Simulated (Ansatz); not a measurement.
**HfB2: response to strain**

HfB2 is deformed so: equal xy, yz and zx engineering shear strains of +1 %. What stress and forces result, by LAPW, PAW and all-electron datasets made for the crystal?

Computed with Ansatz 0.2.0 (DFT PBEsol, scalar-relativistic, unless a step's input says otherwise).

## 1. The starting structure

The structure is hexagonal, space group P6/mmm (No. 191). Conventional cell: a = 3.140 Å, b = 3.140 Å, c = 3.480 Å, α = 90.00°, β = 90.00°, γ = 120.00°. Hf (site symmetry 6/mmm) is surrounded by 12 B at 2.51 Å. B (site symmetry -6m2) has 3 B at 1.81 Å and 6 Hf at 2.51 Å in its first shell of neighbours.

As a file:

```
Hf B
1.0
     3.14000    0.00000    0.00000
    -1.57000    2.71932    0.00000
     0.00000    0.00000    3.48000
Hf B
1 2
Cartesian
  0.0000 0.0000 0.0000
  0.0000 1.8129 1.7400
  1.5700 0.9064 1.7400
```

Atoms are numbered in the order of the input: Hf1, B2, B3.

## 2. The deformed structure

Space group P6/mmm before, P-1 after.

## 3. All-electron LAPW

Contents of input.yaml:

```yaml
crystal:
  lattice:
    - [3.1400001005, 0.0157000005, 0.0157000005]
    - [-1.556403451, 2.7114698546, 0.005746599]
    - [0.0174, 0.0174, 3.48]
  atoms:
    - { symbol: Hf, position: [0.0, 0.0, 0.0] }
    - { symbol: B, position: [0.3333333333, 0.6666666667, 0.5] }
    - { symbol: B, position: [0.6666666667, 0.3333333333, 0.5] }
kpoints:
  mp_grid: { grid: [15, 15, 12] }
  band_path:
    path:
      - [0.0, 0.0, 0.0]
      - [0.0, -0.5, 0.0]
      - [0.0, 0.0, 0.5]
      - [0.0, 0.0, 0.0]
      - [-0.5, 0.0, 0.0]
      - [-0.5, 0.5, -0.5]
      - [0.0, 0.0, 0.0]
      - [-0.5, 0.0, -0.5]
      - [-0.5, 0.5, 0.0]
    npoints: 5
scf:
  occupations: { method: fermi_dirac, width: 0.03 }
hamiltonian:
  xc: pbesol
  pseudopotentials: { kind: all_electron, lapw: { basis_error: 0.001 } }
output:
  forces: true
  stress: true
  eigenvalues: true
```

Run with:

```bash
> ansatz run input.yaml --threads 1 --pin off --max-ram 4096MiB --backend cpu --events-out ev --progress --plain --runs-dir out
```

## 4. PAW on the default files

Contents of input.yaml:

```yaml
crystal:
  lattice:
    - [3.1400001005, 0.0157000005, 0.0157000005]
    - [-1.556403451, 2.7114698546, 0.005746599]
    - [0.0174, 0.0174, 3.48]
  atoms:
    - { symbol: Hf, position: [0.0, 0.0, 0.0] }
    - { symbol: B, position: [0.3333333333, 0.6666666667, 0.5] }
    - { symbol: B, position: [0.6666666667, 0.3333333333, 0.5] }
kpoints:
  mp_grid: { grid: [15, 15, 12] }
scf:
  occupations: { method: fermi_dirac, width: 0.03 }
hamiltonian:
  xc: pbesol
  pseudopotentials: { kind: paw }
output:
  forces: true
  stress: true
  eigenvalues: true
  efg: { contact_densities: true }
```

## 5. All-electron PAW on datasets made for the crystal

input.yaml: that of step 4 with these lines changed.

```diff
@@ -15,3 +15,3 @@
   xc: pbesol
-  pseudopotentials: { kind: paw }
+  pseudopotentials: { kind: all_electron, datasets: crystal }
 output:
```

(Steps that only read results are left out.)

Q: Predict the outcome of this session. Wanted: pressure; largest shear or deviatoric stress.

As calculated:

| quantity | value |
| --- | --- |
| pressure | LAPW -4.21, PAW -4.27, crystal datasets -4.22 GPa |
| largest shear or deviatoric stress (LAPW) | 2.65 GPa |

**Reading.** The largest part of the stress beyond the pressure is 2.65 GPa in size; the atoms are carried along and not relaxed. No run of the undeformed cell stands beside it, so pressure and stress hold what the given cell had before the change, as far as its symmetry allows. PAW: stress within 0.12 GPa of LAPW. Crystal datasets: stress within 0.01 GPa of LAPW. Spin-orbit coupling is left out, though the cell holds Hf; in elements this heavy it can shift bands and gaps by tenths of an eV.
